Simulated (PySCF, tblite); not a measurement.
# C₅H₈NSe radical: geometry, infrared bands and EPR parameters

What infrared bands and EPR parameters should C₅H₈NSe radical (`CCC1=N[Se]C[CH]1`) show?

The runs use tblite 0.8.0 and PySCF 2.14.0, with density-fitted response routines of our own; the level of theory stands in each step. All values are computed, except where a source is named. Atoms count from 0, in the outputs and in this text.

## Step 1: The molecule as given

15 atoms, charge 0, multiplicity 2; geometry from: force field or distance geometry start.

Bonds of the start (Å): C0–C1 1.52, C1–C2 1.49, C2–N3 1.30, N3–Se4 1.87, Se4–C5 1.93, C5–C6 1.53, C6–C2 1.50, C0–H7 1.11, C0–H8 1.11, C0–H9 1.12, C1–H10 1.12, C1–H11 1.11, C5–H12 1.11, C5–H13 1.10, C6–H14 1.11.

## Step 2: Geometry optimisation with GFN2-xTB

The job: settings as JSON, then the geometry in Å.

```
{"job": {"kind": "relax", "xc": "GFN2-xTB", "basis": "xTB"}, "charge": 0, "multiplicity": 2}
C      2.125900     0.717700    -0.427800
C      1.344800    -0.513600     0.014100
C     -0.115800    -0.354600    -0.203700
N     -0.602900    -0.289500    -1.403000
Se    -2.460600    -0.151100    -1.505700
C     -2.425800     0.214300     0.392800
C     -1.093800    -0.306700     0.928800
H      1.984300     0.892500    -1.512100
H      3.205200     0.576800    -0.224800
H      1.760600     1.614000     0.134300
H      1.543300    -0.691100     1.102800
H      1.709000    -1.409300    -0.535100
H     -2.475600     1.313900     0.562700
H     -3.274300    -0.273300     0.902300
H     -1.228800    -1.332000     1.328100
```

Started as:

```console
OMP_NUM_THREADS=1 python probes_run.py task.json out
```

This one command runs all jobs of the session in turn.

Standard output:

```text
step      E/eV     max force
  0    -565.62108    2.682
  1    -565.85254    1.605
  2    -565.98937    1.101
  3    -566.05126    1.094
  4    -566.15059    0.835
  5    -566.23889    0.947
  6    -566.31319    0.793
  7    -566.38032    0.624
  8    -566.43108    0.639
  9    -566.47793    0.537
 10    -566.51666    0.667
 11    -566.54734    0.482
 12    -566.57427    0.672
 13    -566.60066    0.441
 14    -566.62363    0.362
 15    -566.63850    0.444
 16    -566.65507    0.444
 17    -566.67025    0.413
 18    -566.68531    0.385
 19    -566.69921    0.343
 20    -566.71516    0.369
 21    -566.73227    0.408
 22    -566.74705    0.328
 23    -566.75799    0.271
 24    -566.76682    0.223
 25    -566.77427    0.252
 26    -566.77929    0.195
 27    -566.78258    0.124
 28    -566.78502    0.139
 29    -566.78697    0.128
 30    -566.78880    0.111
 31    -566.79010    0.095
 32    -566.79140    0.091
 33    -566.79274    0.095
 34    -566.79429    0.107
 35    -566.79585    0.121
 36    -566.79742    0.113
 37    -566.79918    0.098
 38    -566.80129    0.102
 39    -566.80341    0.119
 40    -566.80509    0.111
 41    -566.80635    0.087
 42    -566.80742    0.097
 43    -566.80824    0.072
 44    -566.80878    0.055
 45    -566.80917    0.046
 46    -566.80954    0.052
 47    -566.80996    0.055
 48    -566.81038    0.047
 49    -566.81078    0.052
 50    -566.81116    0.051
 51    -566.81153    0.054
 52    -566.81182    0.050
 53    -566.81202    0.033
 54    -566.81214    0.022
 55    -566.81223    0.022
 56    -566.81229    0.016
 57    -566.81232    0.014
 58    -566.81235    0.012
 59    -566.81239    0.015
 60    -566.81242    0.015
 61    -566.81245    0.016
 62    -566.81248    0.017
 63    -566.81252    0.017
 64    -566.81257    0.016
 65    -566.81261    0.021
 66    -566.81266    0.023
 67    -566.81273    0.020
 68    -566.81281    0.021
 69    -566.81291    0.023
 70    -566.81301    0.025
 71    -566.81310    0.025
 72    -566.81319    0.026
 73    -566.81328    0.023
 74    -566.81335    0.018
 75    -566.81341    0.022
 76    -566.81347    0.024
 77    -566.81355    0.021
 78    -566.81362    0.018
 79    -566.81366    0.012
 80    -566.81369    0.012
 81    -566.81371    0.012
 82    -566.81373    0.008
```

Run time: 1.4 s. Hardware: 1 thread of Intel Xeon Platinum 8259CL at 2.50GHz, shared host.

Relaxation path: (not every step is listed)

| step | energy from step 0 (eV) | largest force (eV/Å) |
| --- | --- | --- |
| 0 | 0.0000 | 2.6824 |
| 1 | -0.2315 | 1.6049 |
| 2 | -0.3683 | 1.1007 |
| 3 | -0.4302 | 1.0935 |
| 4 | -0.5295 | 0.8352 |
| 5 | -0.6178 | 0.9475 |
| 6 | -0.6921 | 0.7930 |
| 7 | -0.7592 | 0.6236 |
| 8 | -0.8100 | 0.6390 |
| 14 | -1.0026 | 0.3617 |
| 20 | -1.0941 | 0.3686 |
| 26 | -1.1582 | 0.1952 |
| 32 | -1.1703 | 0.0906 |
| 38 | -1.1802 | 0.1024 |
| 44 | -1.1877 | 0.0547 |
| 50 | -1.1901 | 0.0512 |
| 56 | -1.1912 | 0.0164 |
| 62 | -1.1914 | 0.0169 |
| 68 | -1.1917 | 0.0212 |
| 74 | -1.1923 | 0.0180 |
| 77 | -1.1925 | 0.0210 |
| 78 | -1.1925 | 0.0184 |
| 79 | -1.1926 | 0.0124 |
| 80 | -1.1926 | 0.0120 |
| 81 | -1.1926 | 0.0122 |
| 82 | -1.1926 | 0.0083 |

Close pairs (by a distance rule), those that changed most:

| bond | before (Å) | after (Å) | change (Å) |
| --- | --- | --- | --- |
| C2–C6 | 1.497 | 1.364 | -0.133 |
| N3–Se4 | 1.866 | 1.769 | -0.097 |
| C2–N3 | 1.296 | 1.344 | +0.047 |
| Se4–C5 | 1.934 | 1.978 | +0.044 |
| C5–C6 | 1.527 | 1.487 | -0.041 |
| C6–H14 | 1.109 | 1.076 | -0.033 |
| C0–H9 | 1.119 | 1.088 | -0.031 |
| C1–H10 | 1.121 | 1.091 | -0.030 |

The next job starts from the end point, and lists it.

## Step 3: Vibrational analysis with GFN2-xTB

The job: settings as JSON, then the geometry in Å.

```
{"job": {"kind": "ir", "xc": "GFN2-xTB", "basis": "xTB"}, "charge": 0, "multiplicity": 2}
C      2.117790     0.635991    -0.378121
C      1.297056    -0.605791    -0.032365
C     -0.166820    -0.341791    -0.227347
N     -0.587167    -0.214600    -1.497054
Se    -2.318368     0.130978    -1.603853
C     -2.465497     0.075975     0.367647
C     -1.067171    -0.204422     0.787995
H      1.900586     0.946851    -1.396559
H      3.180638     0.423036    -0.293492
H      1.872286     1.455031     0.294632
H      1.479609    -0.901691     1.001972
H      1.592063    -1.424556    -0.690670
H     -2.846880     1.034152     0.732690
H     -3.171729    -0.708684     0.656754
H     -0.820811    -0.292488     1.831376
```

Standard output:

```text
mode    cm-1     km/mol
  1      28.5      2.38
  2     124.9      3.11
  3     198.1      1.07
  4     204.5      0.02
  5     279.3      5.50
  6     337.5      4.78
  7     395.3      4.80
  8     497.8     14.15
  9     580.4      6.17
 10     642.1     11.30
 11     657.6      9.29
 12     736.9     16.68
 13     743.9      1.38
 14     821.9     10.09
 15     932.3     14.31
 16     996.6      0.42
 17    1013.8      8.98
 18    1050.0      6.22
 19    1066.3      1.75
 20    1084.7      6.18
 21    1140.3      1.57
 22    1172.8      2.29
 23    1231.2      2.25
 24    1314.0      0.34
 25    1321.1      8.92
 26    1395.2      3.07
 27    1404.0      1.15
 28    1465.9      1.55
 29    1494.8      6.90
 30    1496.2     11.50
 31    1505.3     21.63
 32    2896.3     10.08
 33    2924.8     17.52
 34    2983.5     25.48
 35    2989.8     20.19
 36    3032.8     42.12
 37    3037.3     46.45
 38    3051.6     19.12
 39    3117.3     19.39
```

Run time: 1.1 s. Hardware: 1 thread of Intel Xeon Platinum 8259CL at 2.50GHz, shared host.

The strongest bands and the atoms that carry them (share of the mass-weighted mode):

| cm⁻¹ | km/mol | atoms |
| --- | --- | --- |
| 1505 | 21.6 | H9 27 %, H7 25 %, C2 17 %, C6 13 % |
| 2925 | 17.5 | H12 58 %, H13 37 % |
| 2984 | 25.5 | H10 56 %, H11 33 % |
| 2990 | 20.2 | H11 59 %, H10 36 % |
| 3033 | 42.1 | H9 83 % |
| 3037 | 46.5 | H8 86 % |
| 3052 | 19.1 | H7 92 % |
| 3117 | 19.4 | H14 92 % |

## Step 4: g tensor and hyperfine couplings: B3LYP/def2-TZVP-core+pcH-1

Same as in step 3 but for these lines:

```diff
@@ -1,2 +1,2 @@
-{"job": {"kind": "ir", "xc": "GFN2-xTB", "basis": "xTB"}, "charge": 0, "multiplicity": 2}
+{"job": {"kind": "epr", "basis": "pcH-1"}, "charge": 0, "multiplicity": 2}
 C      2.117790     0.635991    -0.378121
```

Level: UKS B3LYP, def2-TZVP-core on Se, pcH-1 on C H N, non-relativistic, mean-field spin-orbit, GIAO.

Standard output:

```text
UKS, coarse grid
  cycle   1  E = -2651.56685235  |g| = 1.51e+00
  cycle   2  E = -2651.41550333  |g| = 9.27e-01
  cycle   3  E = -2651.43052913  |g| = 7.39e-01
  cycle   4  E = -2651.65758603  |g| = 2.03e-01
  cycle   5  E = -2651.67398545  |g| = 6.75e-02
  cycle   6  E = -2651.67581812  |g| = 3.54e-02
  cycle   7  E = -2651.67660652  |g| = 8.80e-03
  cycle   8  E = -2651.67666000  |g| = 3.85e-03
  cycle   9  E = -2651.67668315  |g| = 1.30e-03
  cycle  10  E = -2651.67668502  |g| = 9.54e-04
UKS, final grid
  cycle   1  E = -2651.67668592  |g| = 9.54e-04
  cycle   2  E = -2651.67668535  |g| = 1.49e-03
  cycle   3  E = -2651.67668637  |g| = 9.09e-05
  cycle   4  E = -2651.67668638  |g| = 9.64e-05
  cycle   5  E = -2651.67668639  |g| = 3.74e-05
  cycle   6  E = -2651.67668639  |g| = 1.47e-05
E = -2651.67668639 Eh   <S^2> = 0.7699 (exact 0.7500)
g shifts (ppm)      1          2          3
  rmc          -208       -208       -208
  gc            -24         41         42
  oz_so        -494      14308      24025
  total        -725      14149      23867
hyperfine (MHz)  atom isotope    a_iso     a_fc   dipolar eigenvalues
    0   13C      -9.36      -9.36     -1.20      0.28      0.91
    1   13C       2.74       2.76     -0.99     -0.02      1.01
    2   13C     -37.13     -37.18    -25.75     10.13     15.61
    3   14N      22.41      21.21    -24.34    -23.85     48.19
    4  77Se     -20.48      -5.76   -120.03    -92.87    212.90
    5   13C     -26.21     -26.66     -2.10     -0.13      2.23
    6   13C      40.00      40.05    -38.69    -36.91     75.60
    7    1H       2.16       2.18     -2.14     -1.75      3.89
    8    1H      -1.62      -1.62     -0.79     -0.41      1.20
    9    1H       0.99       0.99     -1.54     -0.59      2.13
   10    1H      -1.86      -1.87     -1.74     -1.21      2.94
   11    1H      -9.84      -9.83     -2.06     -1.53      3.59
   12    1H     105.67     105.65     -3.21     -1.35      4.57
   13    1H     107.94     107.93     -3.19     -1.40      4.59
   14    1H     -31.19     -31.15    -18.60     -0.78     19.38
```

Wall time 4.1 min (1 thread of Intel Xeon Platinum 8259CL at 2.50GHz, shared host); peak memory 1.3 GiB.

Principal g values 2.00159, 2.01647, 2.02619; g(iso) = 2.01475, against 2.00232 for a free electron.

Hyperfine couplings; where a row names several nuclei, a(iso) is their mean (it holds for fast rotation or exchange) and the dipolar term the largest among them:

| nuclei | isotope | a(iso) (MHz) | a(iso) (G, at g = 2.0023) | largest dipolar term (MHz) |
| --- | --- | --- | --- | --- |
| H12, H13 | 1H | 106.8 | 38.1 | 4.6 |
| C6 | 13C | 40.0 | 14.3 | 75.6 |
| C2 | 13C | -37.1 | -13.2 | -25.7 |
| H14 | 1H | -31.2 | -11.1 | 19.4 |
| C5 | 13C | -26.2 | -9.4 | 2.2 |
| N3 | 14N | 22.4 | 8.0 | 48.2 |
| Se4 | 77Se | -20.5 | -7.3 | 212.9 |
| C0 | 13C | -9.4 | -3.3 | -1.2 |
| H10, H11 | 1H | -5.8 | -2.1 | 3.6 |
| C1 | 13C | 2.7 | 1.0 | 1.0 |
| H7, H8, H9 | 1H | 0.5 | 0.2 | 3.9 |

Mulliken spin populations:

C0 0.00; C1 0.01; C2 -0.19; N3 0.49; Se4 0.21; C5 -0.06; C6 0.50; H7 0.00; H8 0.00; H9 0.00; H10 0.00; H11 0.00; H12 0.04; H13 0.04; H14 -0.02

In first order the couplings over 0.8 MHz of 1H, 14N give 54 distinct lines over 107.5 G, if the averaged nuclei exchange fast.

The fields below are evaluated on a grid from the run's orbitals.

ELF in a plane through or near 6 of the atoms.

Ten even steps from ' ' (0.00) to '@' (1.00):
```
                                                        
                                      ..                
                                  ::==++==::            
                        ::--::  ..++##%%%%**::          
                      ..**##**--::==--++%%##==          
              ..::    ..##@@@@##++..**==++##==          
              ::==--    ##@@++++##::**++--++::          
              ..==--    --##::--##--::::++--..          
        --++==::::----..--++####::..++##++--..          
      ..##@@%%++==####++%%--++==--..++++##%%%%++..      
      ::%%@@@@**==##--::%%**::%%##**##++@@@@@@@@--      
      ..##@@##--::++==--**++++%%--++##**@@@@@@@@==      
          ::..  ..**@@@@##  ..**####==..==%%%%**..      
                ..%%@@@@%%  ..%%@@%%==    ..::..        
                ..%%@@@@**  ::@@@@@@==                  
                  ==%%##..  ..##@@%%::                  
                    ..        ::==::                    
                                                        
                                                        
                                                        
```
The map spans 11.7 Å across and 8.9 Å up, centred on the molecule. Atoms in the plane (x, y in Å): C1 (-1.3, -0.3), C2 (0.2, 0.1), N3 (0.4, 1.4), Se4 (2.1, 1.9), H10 (-1.3, -1.4), H13 (3.3, -0.4).

On the surface of density 0.002 e/bohr³ the electrostatic potential runs, from the 1st to the 99th percentile, from -1.56 V near N3 to 1.07 V near H14.

The spin density lies nearest to N3 34 %; C6 26 %; Se4 18 %; C2 8 % (beta excess).

## Step 5: Results

| quantity | value |
| --- | --- |
| strongest single infrared mode (GFN2-xTB) | 3037 cm⁻¹, 46 km/mol |
| zero-point energy (GFN2-xTB) | 73.4 kcal/mol |
| g(iso) (B3LYP) | 2.01475 |
| ⟨S²⟩ | 0.770 (exact 0.75) |
| largest a(iso) (averaged by class) | 1H on H12, H13, 106.8 MHz |
| surface potential, 1st and 99th percentile | -1.56 V and 1.07 V |

What this shows: Relaxing lowered the energy by 1.193 eV in 82 steps; the close pair that moved most is C2–C6, from 1.497 to 1.364 Å. No mode is imaginary among the 39: a minimum at this level. The strongest single mode, at 3037 cm⁻¹, moves mainly H8. GFN2-xTB is a fitted tight-binding method: band positions and strengths are rough. Its intensities can rank the bands wrongly. The largest spin populations lie on C6 (0.50 e), N3 (0.49 e). The isotropic g lies 12.4 ppt above the free-electron value. The hyperfine terms hold no scalar relativity, which the heavier nuclei need.
